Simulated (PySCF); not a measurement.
**A diatomic session: AuH**

The task here is to estimate one member of a computed series from the others.

Program: PySCF 2.14.0. Level of theory: H def2-TZVPP, Au def2-TZVPP with ECP60, scalar-relativistic core potentials. These are calculated values, not measurements.

The first run:

The job is set up so:

```json
{
  "atoms": "H, Au",
  "charge": "0",
  "basis": "H def2-TZVPP, Au def2-TZVPP with ECP60",
  "Hamiltonian": "scalar-relativistic core potentials",
  "basis functions": "70",
  "electrons treated": "20",
  "masses in u": "1.0078, 196.9666",
  "levels": "PBE0, PBE, r²SCAN, M06-2X, TPSS, PBEsol, BHandHLYP, LC-ωPBE, HF, MP2, SCS-MP2, CCSD, CCSD(T)",
  "grid": "80 radial by 434 angular points",
  "occupations": "held fixed by the projection of orbital angular momentum",
  "dissociation limit": "H + Au, each in its ground configuration",
  "starting distance in angstrom": "1.545",
  "values of 2S to try": "0, 2, 4"
}
```

Command:

```bash
$ OMP_NUM_THREADS=1 python dia.py task.json out
```

Steps of the session up to this table: The job; The PBE0 curve of the state that the search chose; Higher solutions at PBE0; PBE (GGA); r²SCAN (meta-GGA); M06-2X (hybrid meta-GGA); TPSS (meta-GGA); PBEsol; BHandHLYP (global hybrid GGA); LC-ωPBE; RHF; Adding correlation.

One of the session's tables, all rows but one given; the rest of the session is left out.

It belongs to the step «The curves together». Energy (eV) from each level's lowest point:

| R (Å) | RHF | RHF-MP2 | RHF-SCS-MP2 | RHF-CCSD | RHF-CCSD(T) |
| --- | --- | --- | --- | --- | --- |
| 1.322 | 0.766 | 0.441 | 0.478 | n/a | n/a |
| 1.383 | 0.390 | 0.161 | 0.185 | 0.240 | 0.233 |
| 1.445 | ? | ? | ? | ? | ? |
| 1.491 | 0.059 | 0.000 | 0.000 | 0.009 | 0.008 |
| 1.537 | 0.010 | 0.021 | 0.011 | 0.000 | 0.000 |
| 1.583 | 0.000 | 0.080 | 0.060 | 0.029 | 0.031 |
| 1.645 | 0.036 | 0.206 | 0.171 | 0.114 | 0.118 |
| 1.721 | 0.141 | 0.416 | 0.364 | 0.275 | 0.280 |
| 1.814 | 0.326 | 0.718 | 0.646 | 0.519 | 0.523 |
| 1.937 | 0.633 | 1.162 | 1.065 | n/a | n/a |

Q: Estimate the row for R (Å) = 1.445 from the others.

Worked estimate for «RHF». A straight line through the neighbours (1.383, 0.390) and (1.491, 0.059) gives 0.390 + (0.059 − 0.390) × (1.445 − 1.383) / (1.491 − 1.383) = 0.200; a parabola fitted to 4 rows on both sides gives 0.152.

The run gave: RHF: 0.159; RHF-MP2: 0.027; RHF-SCS-MP2: 0.038; RHF-CCSD: 0.067; RHF-CCSD(T): 0.063. In «RHF» the line misses by +0.041 and the parabola by -0.007.
